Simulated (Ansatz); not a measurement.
**CCSDTQ/STO-3G run of NO2F (SMILES O=[N+]([O-])F)**

Aim: the electronic atomisation energy of NO2F at CCSDTQ/STO-3G, from 4 runs. 

The results are computed with Ansatz 0.2.0.

69 further runs of the same task are left out: 10 that didn't finish, 59 set aside as unsound or not needed.

## (1) The molecule

The species is NO2F (4 atoms), meant as a singlet with charge 0. As SMILES, `O=[N+]([O-])F`. The coordinates come from a PBE0-D4/def2-TZVP relaxation.

Bond lengths: O1–N2 1.170 Å, N2–O3 1.170 Å, N2–F4 1.442 Å. Angles: O1–N2–O3 135.6°, O1–N2–F4 112.2°, O3–N2–F4 112.2°.

## (2) The energy at CCSDTQ/STO-3G

Contents of molecule.yaml:

```yaml
crystal:
  periodic: [false, false, false]
  atoms:
    - symbol: O
      position_ang: [0.188290, 0.469930, 1.120250]
    - symbol: "N"
      position_ang: [0.079720, -0.071800, 0.089140]
    - symbol: O
      position_ang: [0.476580, -1.068680, -0.376880]
    - symbol: F
      position_ang: [-0.744590, 0.670550, -0.832510]
basis:
  gaussian:
    orbitals: STO-3G
correlation:
  method: ccsdtq
  frozen_orbitals: {F: 1, "N": 1, O: 1}
accuracy: high
scf:
  omitted_lower_state_checks: [cluster_reference, increment]
```

On the command line:

```
ansatz run molecule.yaml --threads 1 --pin off --max-ram 3480MiB --events-out events.jsonl --progress --plain --runs-dir runs
```

Log, cut to the lines that bear on the results:

```text
Warning: RAYON_NUM_THREADS=1 ignored (pool sized by the plan → 1); use --threads N
Functional definition: HF
  name "HF"
[...]
368 factors; integrals over basis functions are off by at most 3.7e-8 eV
[...]
mean field -8142.71610416 eV, -299.2392974968 hartree, gradient 1.9e-8 eV, S^2 0.000000; 0 other end points of the search recorded, 0 dependent functions left out; unrestricted orbitals would lower it
4 core orbitals not correlated: weight in the atoms' cores, before any rotation towards them, 1.000 or more for the frozen orbitals, at most 0.000 for the correlated occupied ones
reference -8142.71610416 eV, -299.2392974968 hartree; 12, 12 occupied and 4, 4 virtual orbitals, 368 factors
second order -5.77972447 eV of doubles, -0.00000000 eV of singles
cycle   1  -5.77340184 eV  change   -8.3e-2 eV  update   1.3e-1
[...]
cycle  29  -6.76293201 eV  change  -9.2e-10 eV  update   1.2e-9
WARN: these amplitudes may be one of several solutions (largest doubles amplitude 0.23, level shift 0.41 eV)
Total energy: -8149.47903618 eV, -299.4878306642 hartree
Checks for a lower state left out: cluster_reference, increment
```

Wall time 44 s (1 thread of Arm Neoverse V1, shared host); peak memory 1.1 GiB.

## (3) The F atom at the same level

Contents of input.yaml:

```yaml
crystal:
  periodic: [false, false, false]
  atoms:
    - {symbol: F, position_ang: [0.000000, 0.000000, 0.000000]}
basis:
  gaussian:
    orbitals: STO-3G
magnetization:
  spin_polarized: true
  initial_magnetization: 1
correlation:
  method: ccsdtq
  frozen_orbitals: {F: 1}
accuracy: high
scf:
  omitted_lower_state_checks: [cluster_reference, increment]
```

Run the same way, it converges to -97.98651 Eh (log not shown).

## (4) The N atom

Contents of run.yaml:

```yaml
crystal:
  periodic: [false, false, false]
  atoms:
    - {symbol: N, position_ang: [0.000000, 0.000000, 0.000000]}
basis:
  gaussian: {orbitals: STO-3G}
magnetization: {spin_polarized: true, initial_magnetization: 3}
correlation: {method: ccsdtq, frozen_orbitals: {"N": 1}}
accuracy: high
scf: {omitted_lower_state_checks: [cluster_reference, increment]}
```

Run the same way, it converges to -53.71901 Eh (log not shown).

## (5) The O atom at the same level

Contents of job.yaml:

```yaml
crystal:
  periodic: [false, false, false]
  atoms:
    - symbol: O
      position_ang: [0.000000, 0.000000, 0.000000]
basis:
  gaussian:
    orbitals: STO-3G
scf:
  omitted_lower_state_checks: [cluster_reference, increment]
accuracy: high
magnetization:
  spin_polarized: true
  initial_magnetization: 2
correlation:
  method: ccsdtq
  frozen_orbitals: {O: 1}
```

Run the same way, it converges to -73.80415 Eh (log not shown).

## (6) Outcome

At CCSDTQ/STO-3G, 4 core orbitals frozen:

| quantity | value |
| --- | --- |
| molecule: total energy | -299.48783 Eh |
| molecule: correlation energy (4 core orbitals frozen) | -248.5 mEh |
| molecule: T1 diagnostic | 0.017 |
| F atom: total energy | -97.98651 Eh |
| F atom: correlation energy (1 core orbital frozen) | 0.0 mEh |
| F atom: ⟨S²⟩ of the reference determinant | 0.750 |
| F atom: T1 diagnostic | 0.000 |
| N atom: total energy | -53.71901 Eh |
| N atom: correlation energy (1 core orbital frozen) | 0.0 mEh |
| N atom: ⟨S²⟩ of the reference determinant | 3.750 |
| N atom: T1 diagnostic | 0.000 |
| O atom: total energy | -73.80415 Eh |
| O atom: correlation energy (1 core orbital frozen) | 0.0 mEh |
| O atom: ⟨S²⟩ of the reference determinant | 2.000 |
| O atom: T1 diagnostic | 0.000 |
| electronic atomisation energy | 4.735 eV |

**Reading.** Taking the molecule apart into free atoms costs 4.74 eV (457 kJ/mol), before zero-point energy and without spin-orbit coupling. In a minimal basis such a difference can be off by several eV, whatever the method. The restricted solution (molecule) is unstable to spin breaking: an unrestricted one lies lower.
